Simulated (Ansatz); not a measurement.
# Al2BAs3: the cost of one run

Computed with Ansatz 0.2.0 (DFT PBE, scalar-relativistic, plane waves, PAW, unless a step's input says otherwise).

### 1 The starting structure

The structure is hexagonal, space group P6_3mc (No. 186). Conventional cell: a = 3.727 Å, b = 3.727 Å, c = 18.378 Å, α = 90.00°, β = 90.00°, γ = 120.00°. Al (site symmetry 3m) is surrounded by 4 As at 2.28 to 2.30 Å. Around B (site symmetry 3m) lie 4 As at 2.28 to 2.30 Å. As (site symmetry 3m) has 3 B at 2.28 Å and 1 Al at 2.30 Å as nearest neighbours. As (site symmetry 3m) is surrounded by 4 Al at 2.28 to 2.30 Å. As (site symmetry 3m) is surrounded by 3 Al at 2.28 Å and 1 B at 2.30 Å.

Coordinates:

```
CELL_PARAMETERS angstrom
3.72748 0.00000 0.00000
-1.86374 3.22809 0.00000
0.00000 0.00000 18.37798
ATOMIC_POSITIONS crystal
Al 0.33333 0.66667 0.00023
Al 0.33333 0.66667 0.33356
Al 0.66667 0.33333 0.50023
Al 0.66667 0.33333 0.83356
B 0.33333 0.66667 0.66689
B 0.66667 0.33333 0.16689
As 0.33333 0.66667 0.12511
As 0.33333 0.66667 0.45844
As 0.33333 0.66667 0.79177
As 0.66667 0.33333 0.29177
As 0.66667 0.33333 0.62511
As 0.66667 0.33333 0.95844
```

The start is an ordering of an alloy on its end members' structure types: elements ordered on the sites of the AlAs type, B/Al on Al (P6_3mc, No. 186).

### 2 Probe: one point on a coarse mesh

Contents of input.yaml:

```yaml
crystal:
  lattice:
    - [3.72747967, 0.0, 0.0]
    - [-1.86373983, 3.22809208, 0.0]
    - [0.0, 0.0, 18.3779762]
  atoms:
    - { symbol: Al, position: [0.33333333, 0.66666667, 0.00022767] }
    - { symbol: Al, position: [0.33333333, 0.66666667, 0.333561] }
    - { symbol: Al, position: [0.66666667, 0.33333333, 0.50022767] }
    - { symbol: Al, position: [0.66666667, 0.33333333, 0.833561] }
    - { symbol: B, position: [0.33333333, 0.66666667, 0.66689433] }
    - { symbol: B, position: [0.66666667, 0.33333333, 0.16689433] }
    - { symbol: As, position: [0.33333333, 0.66666667, 0.12510567] }
    - { symbol: As, position: [0.33333333, 0.66666667, 0.458439] }
    - { symbol: As, position: [0.33333333, 0.66666667, 0.79177234] }
    - { symbol: As, position: [0.66666667, 0.33333333, 0.29177234] }
    - { symbol: As, position: [0.66666667, 0.33333333, 0.62510567] }
    - { symbol: As, position: [0.66666667, 0.33333333, 0.958439] }
basis:
  ecutwfc: 420
kpoints:
  mp_grid: { grid: [6, 6, 1] }
hamiltonian:
  xc: pbe
scf:
  occupations: { method: gaussian, width: 0.1 }
  lower_state_search: "off"
output:
  forces: true
  stress: true
  eigenvalues: true
```

Launch:

```console
> ansatz run input.yaml --threads 1 --pin off --max-ram 2560MiB --backend cpu --events-out ev --progress --plain --runs-dir out
```

**Question.** How long does this run take on 1 thread of Intel Xeon 6975P-C (Granite Rapids), shared host, and how much memory does it need?

About 4.1 s, with a peak of 0.47 GiB.
